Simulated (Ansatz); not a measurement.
**BN: the cell at several levels of theory**

An exercise on one series of results from a longer session: the logs are not shown, and one member is left open.

The runs shown are made with Ansatz 0.2.0. PAW datasets, plane waves, zero pressure. The structure was generated, not taken from experiment, and needn't be the ground state; spin polarisation is off.

## Starting point

This is the cell as the run starts from it, not yet at rest; its lengths are not the crystal's.

Space group P6_3mc (No. 186), hexagonal; a = 2.384 Å, c = 7.787 Å in the conventional setting, 4.79 Å³ an atom. B has 4 N at 1.46 Å; N has 4 B at 1.46 Å.

Structure file:

```
CELL_PARAMETERS angstrom
2.38417 0.00000 0.00000
-1.19209 2.06475 0.00000
0.00000 0.00000 7.78670
ATOMIC_POSITIONS crystal
B 0.00000 0.00000 0.00000
B 0.33333 0.66667 0.25000
B 0.00000 0.00000 0.50000
B 0.66667 0.33333 0.75000
N 0.00000 0.00000 0.18750
N 0.33333 0.66667 0.43750
N 0.00000 0.00000 0.68750
N 0.66667 0.33333 0.93750
```

The first run:

input.yaml

```yaml
crystal:
  lattice:
    - [2.3841700163, 0.0, 0.0]
    - [-1.1920850082, 2.0647518011, 0.0]
    - [0.0, 0.0, 7.7866992733]
  atoms:
    - { symbol: B, position: [0.0, 0.0, 0.0] }
    - { symbol: B, position: [0.3333333333, 0.6666666667, 0.25] }
    - { symbol: B, position: [0.0, 0.0, 0.5] }
    - { symbol: B, position: [0.6666666667, 0.3333333333, 0.75] }
    - { symbol: "N", position: [0.0, 0.0, 0.1875] }
    - { symbol: "N", position: [0.3333333333, 0.6666666667, 0.4375] }
    - { symbol: "N", position: [0.0, 0.0, 0.6875] }
    - { symbol: "N", position: [0.6666666667, 0.3333333333, 0.9375] }
kpoints:
  mp_grid: { grid: [12, 12, 4] }
hamiltonian:
  xc: pbe
scf:
  occupations: { method: fermi_dirac, width: 0.02 }
relax:
  f_tol: 0.005
  cell: {}
```

The run is started by

```bash
> ansatz run input.yaml --threads 4 --pin off --max-ram 7372MiB --backend cpu --events-out ev --progress --plain --runs-dir out
```

Among the steps run: Relaxing with PBE; r2SCAN: cell and atoms; Relaxing with PBEsol; Relaxing with LDA.

One of the session's tables, all rows but one given; the rest of the session is left out.

| level | a (Å) | c (Å) | volume (Å³/atom) |
| --- | --- | --- | --- |
| PBE | 2.558 | 8.409 | 5.958 |
| r2SCAN | ? | ? | ? |
| PBEsol | 2.545 | 8.366 | 5.866 |
| LDA | 2.527 | 8.309 | 5.745 |

Estimate the missing values for r2SCAN.

As computed: a (Å): 2.548; c (Å): 8.375; volume (Å³/atom): 5.886. In the column «a (Å)» it lies between PBEsol (2.545) and PBE (2.558).

**Reading.** The first relaxation changed the volume by +24.4 % from the start. LDA gives the smallest cell and PBE the largest; they differ by 3.7 % in volume, a mean of 1.2 % in length.
